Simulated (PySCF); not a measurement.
# C5H6F2OS: the cost of one run

Programs: PySCF 2.14.0, with routines of our own; each step states its level. All values are computed. Atoms count from 0.

## Step 1: The starting structure

15 atoms, charge 0, multiplicity 1; geometry from: GFN2-xTB.

## Step 2: Relaxing the molecule at BHandHLYP/def2-SV(P)

The job: settings as JSON, then the geometry in Å.

```
{"job": {"xc": "BHandHLYP", "basis": "def2-SV(P)", "grid": 1, "kind": "geom"}, "charge": 0, "multiplicity": 1}
O      0.602118     2.971908     0.126073
S      0.155229     1.813655    -0.639582
C      1.498533     0.600139    -0.475143
C      1.357520    -0.683864    -0.205207
C      0.069921    -1.399586     0.054858
C     -1.163488    -0.517433    -0.086681
F     -2.231748    -1.148023     0.495348
F     -1.512146    -0.416227    -1.406833
C     -0.997434     0.870261     0.487563
H      2.464167     1.048653    -0.645304
H      2.231947    -1.321121    -0.144757
H     -0.028625    -2.242617    -0.635684
H      0.076888    -1.811246     1.068772
H     -1.952273     1.395490     0.495292
H     -0.575023     0.848001     1.489373
```

Launch:

```bash
OMP_NUM_THREADS=1 python excited_run.py task.json out
```

One launch serves the whole session: the jobs run in the order shown.

Q: Estimate the wall time and peak memory of this first job on 1 thread of Arm Neoverse V2, shared host.

About 1.9 min, with a peak of 0.64 GiB.
